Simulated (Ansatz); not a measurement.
Write a Python script for Ansatz 0.2.0, Python API that makes a single point in a Gaussian basis of C3H7FOSi, SMILES FC/C=C/O[SiH3]. Settings: MP2, def2-SVP basis, multiplicity 1.

The script reads `c3h7fosi.xyz`:
```text
13

F     2.30360    1.43760    0.29790
C     2.46100    0.08590    0.32880
C     1.16000   -0.62460    0.15980
C    -0.01990   -0.01550   -0.00260
O    -1.17750   -0.73400   -0.15230
Si   -2.63830    0.03840   -0.35340
H     2.91500   -0.17590    1.28860
H     3.15100   -0.18860   -0.47410
H     1.19540   -1.71010    0.17240
H    -0.11160    1.06530   -0.02260
H    -2.91830    0.90250    0.82180
H    -2.59780    0.88520   -1.57300
H    -3.72260   -0.96610   -0.49130
```

Script `c3h7fosi.py`:
```python
import ansatz as az

molecule = az.Crystal.molecule_from_extxyz("c3h7fosi.xyz")

calc = molecule.calculation()
calc = calc.basis(gaussian="def2-SVP").correlation("mp2")
print(calc.to_yaml())
result = calc.run(threads=1)
summary = result.report

for key in ("converged", "free_energy_ev", "reference_energy_ev", "n_frozen", "n_occupied", "n_virtual"):
    print(f"{key:22s} {summary[key]}")

print("correlation energy", round(summary["free_energy_ev"] - summary["reference_energy_ev"], 5), "eV")
cluster = summary["correlation"].get("coupled_cluster")
if cluster:
    print("cycles", cluster["cycles"], " T1 diagnostic", round(cluster["t1_diagnostic"], 4), " largest double", round(cluster["largest_double"], 4))

field = summary["mean_field"]
print("<S^2> =", round(abs(field["state"]["spin_squared"]), 4), " all-electron relativity setting:", field["relativity"])
print("passes:", field["passes"])
if "symmetry" in field:
    print("occupied orbitals by irrep:", field["symmetry"]["occupied"])
```

Output of `python c3h7fosi.py`:
```text
crystal:
  periodic: [false, false, false]
  atoms:
    - { symbol: F, position_ang: [2.3036, 1.4376, 0.2979] }
    - { symbol: C, position_ang: [2.461, 0.0859, 0.3288] }
    - { symbol: C, position_ang: [1.16, -0.6246, 0.1598] }
    - { symbol: C, position_ang: [-0.0199, -0.0155, -0.0026] }
    - { symbol: O, position_ang: [-1.1775, -0.734, -0.1523] }
    - { symbol: Si, position_ang: [-2.6383, 0.0384, -0.3534] }
    - { symbol: H, position_ang: [2.915, -0.1759, 1.2886] }
    - { symbol: H, position_ang: [3.151, -0.1886, -0.4741] }
    - { symbol: H, position_ang: [1.1954, -1.7101, 0.1724] }
    - { symbol: H, position_ang: [-0.1116, 1.0653, -0.0226] }
    - { symbol: H, position_ang: [-2.9183, 0.9025, 0.8218] }
    - { symbol: H, position_ang: [-2.5978, 0.8852, -1.573] }
    - { symbol: H, position_ang: [-3.7226, -0.9661, -0.4913] }
basis:
  gaussian:
    orbitals: def2-SVP
correlation:
  method: mp2

converged              True
free_energy_ev         -15822.240737029286
reference_energy_ev    -15798.724953493082
n_frozen               10
n_occupied             [18, 18]
n_virtual              [95, 95]
correlation energy -23.51578 eV
<S^2> = 0.0  all-electron relativity setting: none
passes: {'evaluations': 13, 'products': 45}
occupied orbitals by irrep: [{'A': 28}, {'A': 28}]
```

Notes:
- The settings weren't tested for convergence.
- The geometry is a force-field or estimated start, not a minimum of this method, and the basis set is short of its limit.
- Inner cores stay frozen, so this is valence correlation.
- S² is that of the Hartree-Fock reference.
- It ran for 3.7 s on 1 thread of Arm Neoverse V1 (shared host), peak memory 0.28 GiB.
